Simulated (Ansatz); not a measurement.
# ZrB (rocksalt): how the settings move a single-point run

Question: which choices in the input matter for ZrB (rocksalt)?

Program: Ansatz 0.2.0. Level of theory: reference: DFT r2SCAN, scalar-relativistic, plane waves, PAW. These are calculated values, not measurements.

1 further run of the same task is left out (set aside as unsound or not needed).

## 1. The starting structure

Symmetry: Fm-3m, No. 225, cubic system. The conventional cell has a = 4.911 Å, b = 4.911 Å, c = 4.911 Å, α = 90.00°, β = 90.00°, γ = 90.00°. Around Zr (site symmetry m-3m) lie 6 B at 2.46 Å. B (site symmetry m-3m) is surrounded by 6 Zr at 2.46 Å.

As a file:

```cif
data_structure
_symmetry_space_group_name_H-M 'P 1'
_symmetry_Int_Tables_number 1
_cell_length_a 3.4729
_cell_length_b 3.4729
_cell_length_c 3.4729
_cell_angle_alpha 60.000
_cell_angle_beta 60.000
_cell_angle_gamma 60.000
_cell_volume 29.62
loop_
_atom_site_label
_atom_site_type_symbol
_atom_site_fract_x
_atom_site_fract_y
_atom_site_fract_z
_atom_site_occupancy
Zr1 Zr 0.50000 0.50000 0.50000 1
B1 B 0.00000 0.00000 0.00000 1
```

## 2. Baseline

Input file input.yaml:

```yaml
crystal:
  lattice:
    - [0.0, 2.4556827944, 2.4556827944]
    - [2.4556827944, 0.0, 2.4556827944]
    - [2.4556827944, 2.4556827944, 0.0]
  atoms:
    - { symbol: Zr, position: [0.5, 0.5, 0.5] }
    - { symbol: B, position: [0.0, 0.0, 0.0] }
basis:
  ecutwfc: 500
  ecutrho_ratio: 4
kpoints:
  mp_grid: { grid: [12, 12, 12] }
hamiltonian:
  xc: r2scan
scf:
  occupations: { method: gaussian, width: 0.05 }
output:
  forces: true
  stress: true
  eigenvalues: true
```

Launch:

```bash
ansatz run input.yaml --threads 2 --pin off --max-ram 2662MiB --backend cpu --events-out ev --progress --plain --runs-dir out
```

## 3. Changed: ecutwfc 250 eV

Changes to input.yaml since step 2:

```diff
@@ -9,3 +9,3 @@
 basis:
-  ecutwfc: 500
+  ecutwfc: "250 eV"
   ecutrho_ratio: 4
@@ -20,2 +20 @@
   stress: true
-  eigenvalues: true
```

## 4. Variant: dispersion d3bj, preconditioner kerker_dos

Changes to input.yaml since step 2:

```diff
@@ -15,4 +15,6 @@
   xc: r2scan
+  dispersion: d3bj
 scf:
   occupations: { method: gaussian, width: 0.05 }
+  mixing: { preconditioner: kerker_dos }
 output:
@@ -20,2 +22,5 @@
   stress: true
-  eigenvalues: true
+  write_density: true
+  write_potential: true
+  elf: true
+  volumetric_format: npy
```

## 5. Changing settings: chi_scale 0.3

Changes to input.yaml since step 2:

```diff
@@ -17,2 +17,3 @@
   occupations: { method: gaussian, width: 0.05 }
+  initial_density: { chi_scale: 0.3 }
 output:
@@ -20,2 +21,5 @@
   stress: true
-  eigenvalues: true
+  write_density: true
+  write_potential: true
+  elf: true
+  volumetric_format: npy
```

## 6. Variant: ecutwfc 600 eV, accuracy medium

Changes to input.yaml since step 2:

```diff
@@ -9,3 +9,3 @@
 basis:
-  ecutwfc: 500
+  ecutwfc: "600 eV"
   ecutrho_ratio: 4
@@ -20,2 +20,2 @@
   stress: true
-  eigenvalues: true
+accuracy: medium
```

## 7. Changing settings: n_extra_bands 2

Changes to input.yaml since step 2:

```diff
@@ -17,2 +17,3 @@
   occupations: { method: gaussian, width: 0.05 }
+  n_extra_bands: 2
 output:
@@ -20,2 +21,5 @@
   stress: true
-  eigenvalues: true
+  write_density: true
+  write_potential: true
+  elf: true
+  volumetric_format: npy
```

Q: Predict the outcome of this session. Wanted: for each run, ending; energy change; pressure; gap; force.

The runs gave:

```csv
run,ending,energy change,pressure (GPa),gap (eV),force (eV/Å),cycles,time
reference,converged,0,0.0,0.00,0.00,6,2.2 s
1: ecutwfc 250 eV,converged,+176.1 meV/atom,1.1,0.00,0.00,6,0.89 s
"2: dispersion d3bj, preconditioner kerker_dos",converged,-180.7 meV/atom (offset of the dispersion model),-2.0,0.00,0.00,6,2.7 s
3: chi_scale 0.3,converged,0.0 meV/atom,0.0,0.00,0.00,7,2.9 s
"4: ecutwfc 600 eV, accuracy medium",converged,-1.4 meV/atom,0.0,0.00,0.00,6,2.4 s
5: n_extra_bands 2,converged,0.0 meV/atom,0.0,0.00,0.00,6,2.5 s
```

Times don't compare one to one where runs were asked for different outputs or read a saved state (see the inputs); cycles may leave out searches for a lower state.

Residual by cycle in the longest SCF loop of each run; runs are numbered as in the table. The quantity is the density residual dr2, in eV.

```csv
cycle,reference,run 1,run 2,run 3,run 4,run 5
1,0.0209,0.0279,0.0209,0.455,0.0211,0.021
2,0.00158,0.00223,0.00422,0.0389,0.00164,0.00164
3,3.8e-4,5.0e-4,1.1e-4,0.00812,3.9e-4,3.9e-4
4,7.3e-5,2.1e-5,1.6e-5,4.0e-4,7.5e-5,7.5e-5
5,3.6e-6,7.3e-7,3.3e-7,1.9e-5,3.6e-6,3.8e-6
6,8.7e-8,3.6e-8,4.6e-9,2.0e-7,9.0e-8,8.9e-8
7,-,-,-,8.6e-9,-,-
```

What this shows: Of the converged runs whose energies compare with the reference's, «ecutwfc 250 eV» moves the energy most (+176.1 meV/atom). Run 1 ran under the cutoff that the potentials recommend, as the log warns, so basis error is mixed into its values.
